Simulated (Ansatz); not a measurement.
**H₁₀N₂O₂Si (built from SMILES N[SiH2]N.O.O): a reaction path by the nudged elastic band**

What path joins these two structures, and how high does it climb? Both ends were relaxed at PBE0-D4 in triple zeta.

The runs use Ansatz 0.2.0, Gaussian basis; PBE0-D4/def2-SVP.

29 further runs of the same task are left out: 1 that didn't finish, 28 set aside as unsound or not needed.

## 1. Where the work starts

The first end: 15 atoms, charge 0, spin multiplicity 1.

Atoms are counted from 1 here; the program's logs count them from 0.

Bond lengths: Si1–N2 1.751 Å, Si1–H3 1.491 Å, Si1–H4 1.492 Å, Si1–N5 1.694 Å, N2–H10 1.012 Å, N2–H11 1.012 Å, N5–H12 1.018 Å, N5–H13 1.006 Å, H6–O7 0.979 Å, O7–H14 0.959 Å, H8–O9 0.985 Å, O9–H15 0.959 Å. Angles: N2–Si1–H3 114.4°, N2–Si1–H4 102.3°, N2–Si1–N5 108.0°, H3–Si1–H4 108.1°, H3–Si1–N5 106.3°, H4–Si1–N5 118.1°, Si1–N2–H10 115.6°, Si1–N2–H11 115.3°, H10–N2–H11 108.9°, Si1–N5–H12 122.7°, Si1–N5–H13 119.7°, H12–N5–H13 112.7°, H6–O7–H14 105.4°, H8–O9–H15 106.1°.

As a file:

```mol
H10N2O2Si
  3D, bonds by distance, orders not assigned

 15 12  0  0  0  0  0  0  0  0999 V2000
   -1.0933   -0.3184   -1.2523 Si  0  0
   -0.0236   -1.5709   -0.6595 N   0  0
   -1.5424   -0.5092   -2.6611 H   0  0
   -2.2812   -0.4679   -0.3620 H   0  0
   -0.2499    1.1502   -1.2176 N   0  0
    0.8864    1.0423    1.7209 H   0  0
    0.8180    1.9772    1.4384 O   0  0
    0.5573   -1.0703    1.0378 H   0  0
    0.8723   -0.7270    1.9061 O   0  0
   -0.4458   -2.4813   -0.5277 H   0  0
    0.8402   -1.6813   -1.1757 H   0  0
    0.0942    1.5669   -0.3545 H   0  0
   -0.4029    1.8297   -1.9427 H   0  0
    1.7105    2.3242    1.4869 H   0  0
    0.2600   -1.0642    2.5630 H   0  0
  1  2  8  0
  1  3  8  0
  1  4  8  0
  1  5  8  0
  2 10  8  0
  2 11  8  0
  5 12  8  0
  5 13  8  0
  6  7  8  0
  7 14  8  0
  8  9  8  0
  9 15  8  0
M  END
```

The second end:

```xyz
15

Si   -0.34398    0.40351   -0.83827
N     0.10020   -1.73174   -0.15266
H     0.07876   -0.20552   -2.12796
H    -1.66299    0.04374   -0.25103
N    -0.58486    2.05162   -1.40680
H     0.85755   -0.16800    1.91552
O     0.84274    0.70008    0.32509
H     0.10702   -1.77981    0.86766
O     0.73438   -0.88105    2.57126
H    -0.58518   -2.38466   -0.51307
H     1.01455   -2.02601   -0.47646
H    -1.29197    2.64029   -0.99485
H    -0.51656    2.23323   -2.39503
H     1.09484    1.62400    0.23197
H     0.15550   -0.51968    3.24462
```

## 2. The band at PBE0-D4/def2-SVP

neb/in.yaml reads:

```yaml
crystal:
  periodic: [false, false, false]
  atoms:
    - {symbol: Si, position_ang: [-1.093294, -0.318370, -1.252310]}
    - {symbol: N, position_ang: [-0.023553, -1.570910, -0.659467]}
    - {symbol: H, position_ang: [-1.542415, -0.509213, -2.661108]}
    - {symbol: H, position_ang: [-2.281243, -0.467886, -0.361994]}
    - {symbol: N, position_ang: [-0.249866, 1.150206, -1.217558]}
    - {symbol: H, position_ang: [0.886402, 1.042301, 1.720877]}
    - {symbol: O, position_ang: [0.818025, 1.977188, 1.438400]}
    - {symbol: H, position_ang: [0.557346, -1.070350, 1.037784]}
    - {symbol: O, position_ang: [0.872284, -0.726967, 1.906079]}
    - {symbol: H, position_ang: [-0.445759, -2.481306, -0.527736]}
    - {symbol: H, position_ang: [0.840225, -1.681271, -1.175735]}
    - {symbol: H, position_ang: [0.094229, 1.566876, -0.354463]}
    - {symbol: H, position_ang: [-0.402934, 1.829741, -1.942702]}
    - {symbol: H, position_ang: [1.710537, 2.324190, 1.486914]}
    - {symbol: H, position_ang: [0.260015, -1.064231, 2.563019]}
basis:
  gaussian: {orbitals: def2-SVP}
hamiltonian: {xc: pbe0, dispersion: d4}
neb:
  images: 5
  climbing: true
  max_iterations: 40
  initial_path: idpp
  final_atoms:
    - {symbol: Si, position_ang: [-0.343977, 0.403510, -0.838275]}
    - {symbol: N, position_ang: [0.100198, -1.731735, -0.152658]}
    - {symbol: H, position_ang: [0.078762, -0.205521, -2.127959]}
    - {symbol: H, position_ang: [-1.662994, 0.043736, -0.251033]}
    - {symbol: N, position_ang: [-0.584862, 2.051619, -1.406802]}
    - {symbol: H, position_ang: [0.857545, -0.168001, 1.915516]}
    - {symbol: O, position_ang: [0.842738, 0.700083, 0.325091]}
    - {symbol: H, position_ang: [0.107020, -1.779812, 0.867662]}
    - {symbol: O, position_ang: [0.734383, -0.881051, 2.571263]}
    - {symbol: H, position_ang: [-0.585184, -2.384657, -0.513069]}
    - {symbol: H, position_ang: [1.014551, -2.026009, -0.476456]}
    - {symbol: H, position_ang: [-1.291965, 2.640293, -0.994849]}
    - {symbol: H, position_ang: [-0.516558, 2.233228, -2.395028]}
    - {symbol: H, position_ang: [1.094842, 1.623995, 0.231970]}
    - {symbol: H, position_ang: [0.155503, -0.519680, 3.244624]}
```

The run is started by

```console
ansatz run in.yaml --threads 8 --pin off --events-out ev --progress --plain --max-ram 19148MiB
```

Standard output:

```text
Functional definition: PBE0
  name "PBE0"
  cite "Adamo & Barone, J. Chem. Phys. 110, 6158 (1999) doi:10.1063/1.478522"
  cite "Perdew, Burke & Ernzerhof, Phys. Rev. Lett. 77, 3865 (1996) doi:10.1103/PhysRevLett.77.3865"
  parent pbe
  parameter a = 0.25
  parameter kappa = 0.804
  parameter beta = 0.06672455060314922
  exchange = (1 - a)*pbe_x(kappa = kappa, mu = beta*pi^2/3) + a*exact_x
  correlation = pbe_c(beta = beta)
1316 factors; integrals over basis functions are off by at most 5.4e-4 eV
mean field evaluation 1: about -15083.8752 eV, gradient 8.6e1 eV
mean field evaluation 2: about -15072.9166 eV, gradient 1.1e2 eV
mean field evaluation 4: about -15097.2949 eV, gradient 4.0e0 eV
mean field evaluation 8: about -15097.3464 eV, gradient 1.2e-1 eV
mean field evaluation 16: about -15097.3465 eV, gradient 5.0e-6 eV
mean field -15097.34646615 eV, -554.8172492821 hartree, gradient 5.2e-6 eV, S^2 0.000000; 0 other end points of the search recorded, 0 dependent functions left out
the calculation of the forces begins
reference -15097.34649644 eV, -554.8172503953 hartree; 27, 27 occupied and 97, 97 virtual orbitals, 1316 factors
[... from here to the last solve, the lines of the solves are left out (134 solves) ...]
WARN: NEB end point (image 0): max|allowed force component| = 3.567e-1 eV/Å (the criterion of neb.relax_end_points is 1.000e-2). That is over neb.f_tol: it is no minimum, so the barrier can be far off. Relax it first
WARN: NEB end point (image 6): max|allowed force component| = 5.311e-1 eV/Å (the criterion of neb.relax_end_points is 1.000e-2). That is over neb.f_tol: it is no minimum, so the barrier can be far off. Relax it first
NEB iter   1: max|band force component| = 3.760e0 eV/Å  barrier→ = 3.5702 eV  barrier← = 3.7328 eV  Δτ_max = 0.2000 Å  (188 SCF iters)
NEB iter   2: max|band force component| = 1.978e0 eV/Å  barrier→ = 1.8501 eV  barrier← = 2.0127 eV  Δτ_max = 0.2000 Å  (140 SCF iters)
NEB iter   3: max|band force component| = 3.547e0 eV/Å  barrier→ = 1.3843 eV  barrier← = 1.5469 eV  Δτ_max = 0.1006 Å  (138 SCF iters)
NEB iter   4: max|band force component| = 1.143e0 eV/Å  barrier→ = 1.0256 eV  barrier← = 1.1882 eV  Δτ_max = 0.2000 Å  (139 SCF iters)
NEB iter   5: max|band force component| = 1.963e0 eV/Å  barrier→ = 0.6747 eV  barrier← = 0.8373 eV  Δτ_max = 0.1008 Å  (140 SCF iters)
NEB iter   6: max|band force component| = 7.078e-1 eV/Å  barrier→ = 0.4671 eV  barrier← = 0.6297 eV  Δτ_max = 0.2000 Å  (134 SCF iters)
NEB iter   7: max|band force component| = 8.719e-1 eV/Å  barrier→ = 0.3613 eV  barrier← = 0.5239 eV  Δτ_max = 0.0997 Å  (136 SCF iters)
NEB iter   8: max|band force component| = 5.430e-1 eV/Å  barrier→ = 0.3225 eV  barrier← = 0.4851 eV  Δτ_max = 0.1004 Å  (128 SCF iters)
NEB iter   9: max|band force component| = 4.145e-1 eV/Å  barrier→ = 0.2937 eV  barrier← = 0.4563 eV  CI = image 3  Δτ_max = 0.1002 Å  (132 SCF iters)
NEB iter  10: max|band force component| = 6.256e-1 eV/Å  barrier→ = 0.3547 eV  barrier← = 0.5173 eV  CI = image 3  Δτ_max = 0.1940 Å  (132 SCF iters)
NEB iter  11: max|band force component| = 1.044e0 eV/Å  barrier→ = 0.6094 eV  barrier← = 0.7720 eV  CI = image 3  Δτ_max = 0.0948 Å  (131 SCF iters)
NEB iter  12: max|band force component| = 9.845e-1 eV/Å  barrier→ = 0.7058 eV  barrier← = 0.8684 eV  CI = image 3  Δτ_max = 0.0482 Å  (132 SCF iters)
NEB iter  13: max|band force component| = 6.443e-1 eV/Å  barrier→ = 0.6570 eV  barrier← = 0.8196 eV  CI = image 3  Δτ_max = 0.0910 Å  (128 SCF iters)
NEB iter  14: max|band force component| = 2.641e-1 eV/Å  barrier→ = 0.6032 eV  barrier← = 0.7658 eV  CI = image 3  Δτ_max = 0.0961 Å  (130 SCF iters)
NEB iter  15: max|band force component| = 1.570e-1 eV/Å  barrier→ = 0.5882 eV  barrier← = 0.7508 eV  CI = image 3  Δτ_max = 0.0539 Å  (122 SCF iters)
NEB iter  16: max|band force component| = 1.743e-1 eV/Å  barrier→ = 0.5806 eV  barrier← = 0.7432 eV  CI = image 3  Δτ_max = 0.0273 Å  (124 SCF iters)
NEB iter  17: max|band force component| = 6.210e-2 eV/Å  barrier→ = 0.5784 eV  barrier← = 0.7410 eV  CI = image 3  Δτ_max = 0.0376 Å  (122 SCF iters)
NEB iter  18: max|band force component| = 5.935e-2 eV/Å  barrier→ = 0.5773 eV  barrier← = 0.7399 eV  CI = image 3  Δτ_max = 0.0401 Å  (129 SCF iters)
1320 factors; integrals over basis functions are off by at most 1.3e-3 eV
mean field -15097.06777330 eV, -554.8070075088 hartree, gradient 1.6e-6 eV, S^2 0.000000; 0 other end points of the search recorded, 0 dependent functions left out
the calculation of the forces begins
reference -15097.06780350 eV, -554.8070086185 hartree; 27, 27 occupied and 97, 97 virtual orbitals, 1320 factors
NEB iter  19: max|band force component| = 4.128e-2 eV/Å  barrier→ = 0.5768 eV  barrier← = 0.7394 eV  CI = image 3  CI's point: of a kind that is not told: the force calls were inconclusive, a negative curvature could not be distinguished from the path's own, the only one lies far off the path, or fixed occupations may fill a level only in part  Δτ_max = 0.0000 Å  (949 SCF iters)
Total energy: -15096.98215083 eV, -554.8038609408 hartree
Atom 0 at    -0.803503     0.261892    -0.481576 Å, force    -0.008122     0.031320    -0.000812 eV/Å
Atom 1 at     0.322570    -1.241354    -0.467518 Å, force     0.012115    -0.038552     0.006537 eV/Å
Atom 2 at    -1.667861    -0.301899    -1.617524 Å, force    -0.005402    -0.000157    -0.006126 eV/Å
Atom 3 at    -1.777948     0.113637     0.648195 Å, force    -0.004117    -0.005920     0.005217 eV/Å
Atom 4 at    -0.346992     1.691925    -1.351191 Å, force     0.011606    -0.012148     0.005902 eV/Å
Atom 5 at     0.703359    -0.031500     1.587206 Å, force     0.011298     0.002846    -0.004284 eV/Å
Atom 6 at     0.417345     0.922699     0.931892 Å, force    -0.040460     0.016555    -0.011573 eV/Å
Atom 7 at     0.629518    -1.431445     0.757321 Å, force    -0.001027     0.004039     0.006947 eV/Å
Atom 8 at     0.919304    -1.182966     1.918376 Å, force     0.009418     0.000478     0.012127 eV/Å
Atom 9 at    -0.119385    -2.024823    -0.948621 Å, force     0.000634     0.001939    -0.001645 eV/Å
Atom 10 at     1.189668    -1.048485    -0.972690 Å, force    -0.005182     0.008143    -0.008146 eV/Å
Atom 11 at    -0.059597     2.535143    -0.868482 Å, force    -0.002043     0.006212    -0.009298 eV/Å
Atom 12 at    -0.838514     1.894475    -2.213317 Å, force    -0.001792     0.005253     0.000981 eV/Å
Atom 13 at     1.233485     1.297639     0.580258 Å, force     0.021866    -0.011144     0.011243 eV/Å
Atom 14 at     0.198551    -1.454940     2.497670 Å, force     0.001207    -0.008863    -0.007070 eV/Å
Dipole moment:     0.303890    -0.099534    -0.194705 e Å
```

Wall time 4.9 min (8 threads of Intel Xeon at 2.50GHz, shared host).

The last band:

```tsv
image	path (Å)	energy (kcal/mol)	Si1–O7 (Å)	H6–O9 (Å)	N2–H8 (Å)	Si1–N2 (Å)
0	0.00	0.0	4.02	1.78	1.86	1.75
1	1.58	0.2	3.67	1.74	1.81	1.77
2	3.16	3.1	3.00	1.74	1.81	1.78
3	4.74	13.3	1.98	1.22	1.28	1.88
4	5.95	3.2	1.77	0.99	1.04	2.06
5	7.15	-2.5	1.73	0.98	1.03	2.18
6	8.35	-3.7	1.69	0.98	1.02	2.29
```

The highest image, 3:

```
Si   -0.8035    0.2619   -0.4816
N     0.3226   -1.2414   -0.4675
H    -1.6679   -0.3019   -1.6175
H    -1.7779    0.1136    0.6482
N    -0.3470    1.6919   -1.3512
H     0.7034   -0.0315    1.5872
O     0.4173    0.9227    0.9319
H     0.6295   -1.4314    0.7573
O     0.9193   -1.1830    1.9184
H    -0.1194   -2.0248   -0.9486
H     1.1897   -1.0485   -0.9727
H    -0.0596    2.5351   -0.8685
H    -0.8385    1.8945   -2.2133
H     1.2335    1.2976    0.5803
H     0.1986   -1.4549    2.4977
```

## 3. Summary of results

| quantity | value |
| --- | --- |
| PBE0-D4/def2-SVP, 19 iterations | highest 13.3 kcal/mol (image 3), last end -3.7 kcal/mol |
| from earlier runs: barrier over the separately found saddle, CCSD(T)/def2-TZVPP | 20.8 kcal/mol |

In words: The highest image lies 13.3 kcal/mol above the first end, and it climbed, so it estimates the saddle. The ends are not quite minima at this level (largest force component 0.53 eV/Å), so the heights are unreliable: relaxing the first end would lower it and raise the barrier above it. The highest image is 7.5 kcal/mol below the CCSD(T) barrier in triple zeta, which comes from separate runs on the saddle.
